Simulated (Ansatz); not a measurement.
# CH6BF2N: the cost of one run

Program: Ansatz 0.2.0. Level of theory: RHF/6-31G*. These are calculated values, not measurements.

**1. The structure to begin with**

Bond lengths: N2–H3 1.060 Å, N2–H4 1.060 Å, B1–F5 1.320 Å, B1–C6 1.600 Å, C6–H7 1.110 Å, C6–H8 1.110 Å, C6–H9 1.110 Å, B1–F10 1.620 Å, N2–H11 1.148 Å. Angles: H3–N2–H4 120.0°, H3–N2–H11 95.8°, H4–N2–H11 103.1°, F5–B1–C6 120.0°, F5–B1–F10 88.6°, C6–B1–F10 109.9°, B1–C6–H7 109.5°, B1–C6–H8 109.5°, B1–C6–H9 109.5°, H7–C6–H8 109.4°, H7–C6–H9 109.4°, H8–C6–H9 109.4°.

Structure file:

```xyz
11

B     0.0000    0.0000    0.0000
N     0.0000    0.0000    1.9000
H    -0.8770   -0.2713    2.4300
H     0.8770    0.2713    2.4300
F     1.1431    0.0000   -0.6600
C    -1.3856    0.0000   -0.8000
H    -1.9458   -0.9305   -0.5708
H    -1.9898    0.8797   -0.4946
H    -1.1839    0.0508   -1.8903
F     0.3407   -1.4991    0.5108
H     0.2402   -1.0570    1.5229
```

**2. A restrained relaxation towards end A**

Springs on the bonds that form and break draw the guess towards this end; the thresholds are loose.

The input, input.yaml:

```yaml
crystal:
  periodic: [false, false, false]
  atoms:
    - { symbol: B, position_ang: [0.0, 0.0, 0.0] }
    - { symbol: "N", position_ang: [0.0, 0.0, 1.9] }
    - { symbol: H, position_ang: [-0.877, -0.2713, 2.43] }
    - { symbol: H, position_ang: [0.877, 0.2713, 2.43] }
    - { symbol: F, position_ang: [1.1431, 0.0, -0.66] }
    - { symbol: C, position_ang: [-1.3856, 0.0, -0.8] }
    - { symbol: H, position_ang: [-1.9458, -0.9305, -0.5708] }
    - { symbol: H, position_ang: [-1.9898, 0.8797, -0.4946] }
    - { symbol: H, position_ang: [-1.1839, 0.0508, -1.8903] }
    - { symbol: F, position_ang: [0.3407, -1.4991, 0.5108] }
    - { symbol: H, position_ang: [0.2402, -1.057, 1.5229] }
basis:
  gaussian: { orbitals: "6-31G*" }
hamiltonian:
  xc: hf
relax:
  f_tol: 0.15
  max_steps: 25
  restrain:
    - { distance: [0, 9], at: 2.52, k: 30.0 }
    - { distance: [10, 1], at: 2.26, k: 30.0 }
    - { distance: [0, 1], at: 1.55, k: 30.0 }
    - { distance: [10, 9], at: 0.92, k: 30.0 }
```

Command:

```sh
ansatz run input.yaml --threads 2 --pin off --max-ram 3072MiB --backend cpu --events-out ev --progress --plain --runs-dir out
```

Q: Estimate wall time and peak memory on 2 threads of Intel Xeon Platinum 8223CL at 3.00GHz (Skylake/Cascade Lake), shared host.

About 16 s, with a peak of 0.17 GiB.
